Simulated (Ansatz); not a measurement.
Working through a single point in a Gaussian basis of C₃H₁₀GaNSi, SMILES CC#[N+][GaH2-][CH2][SiH3]

With Ansatz 0.2.0, Python API.

The cells in order, each with its output:

```python
from pathlib import Path

import ansatz as az
```

```python
system = (
    az.Crystal.molecule()
    .atom("C", [3.2915, 0.69, -0.3699])
    .atom("C", [2.059, 0.0129, 0.0319])
    .atom("N", [1.0833, -0.5217, 0.3492])
    .atom("Ga", [-0.4984, -1.3761, 0.8565])
    .atom("C", [-1.9822, -0.7885, -0.346])
    .atom("Si", [-2.1918, 1.0624, -0.2207])
    .atom("H", [3.8432, 0.0551, -1.0932])
    .atom("H", [3.924, 0.8678, 0.524])
    .atom("H", [3.0416, 1.6608, -0.8452])
    .atom("H", [-0.3106, -2.9703, 0.7361])
    .atom("H", [-0.856, -0.9837, 2.3765])
    .atom("H", [-1.7389, -1.0627, -1.3929])
    .atom("H", [-2.9242, -1.2886, -0.0412])
    .atom("H", [-2.5097, 1.4268, 1.1679])
    .atom("H", [-3.2866, 1.4902, -1.1038])
    .atom("H", [-0.9444, 1.7256, -0.6293])
)
```

```python
setup = system.calculation().basis(gaussian="def2-SVP").functional("pbe0").orbitals()
res = setup.run(threads=1, runs_dir="out")
report = res.report
```

    

```python
sorted(key for key in report if key.endswith("_ev"))
```

    ['free_energy_ev', 'reference_energy_ev']

```python
report["n_occupied"], report["n_virtual"]
```

    ([40, 40], [116, 116])

```python
print(f"E = {report['free_energy_ev']:.6f} eV = {report['free_energy_ev'] / 27.211386246:.7f} Ha")
print("converged:", report["converged"], " doubts:", report["published_state_doubts"] or "none")
```

    E = -64990.001798 eV = -2388.3385143 Ha
    converged: True  doubts: none

```python
lines = Path(report["orbitals_path"]).read_text().splitlines()
field_of = lambda key: [line.split("=")[1].strip() for line in lines if line.startswith(key)]
orbitals = [(27.211386 * float(e), s, float(n)) for e, s, n in zip(field_of("Ene="), field_of("Spin="), field_of("Occup="))]
homo = max(e for e, _, n in orbitals if n > 0.5)
lumo = min(e for e, _, n in orbitals if n < 0.5)
for e, spin, n in sorted(orbitals):
    if homo - 6 < e < lumo + 5:
        print(f"{spin:6s} {e:10.3f} eV  occupation {n:.0f}")
```

    Alpha     -11.778 eV  occupation 2
    Alpha     -11.761 eV  occupation 2
    Alpha     -10.740 eV  occupation 2
    Alpha      -9.964 eV  occupation 2
    Alpha      -9.070 eV  occupation 2
    Alpha      -8.843 eV  occupation 2
    Alpha      -8.450 eV  occupation 2
    Alpha      -6.748 eV  occupation 2
    Alpha      -6.446 eV  occupation 2
    Alpha      -1.247 eV  occupation 0
    Alpha      -1.229 eV  occupation 0
    Alpha       0.412 eV  occupation 0
    Alpha       1.753 eV  occupation 0
    Alpha       2.034 eV  occupation 0
    Alpha       2.304 eV  occupation 0
    Alpha       2.525 eV  occupation 0
    Alpha       2.784 eV  occupation 0
    Alpha       2.885 eV  occupation 0
    Alpha       3.404 eV  occupation 0
    Alpha       3.596 eV  occupation 0

Notes:
- Total energies depend on the basis set; only differences at equal settings carry meaning.
- The geometry is a force-field or estimated start, not a minimum of this method, and the basis set is short of its limit.
- Alpha marks a spatial orbital of a restricted run, filled by both spins.
- Levels such as HOMO and LUMO are orbital energies: with these approximate functionals they aren't the ionisation energy and electron affinity, and their gap isn't the fundamental gap.
- Wall time of the script: 4.8 s on 1 thread of AMD EPYC 9R45 (Zen 5), on a shared host, peak memory 0.47 GiB.

(Lines on the test bed's own set-up are left out of the output.)
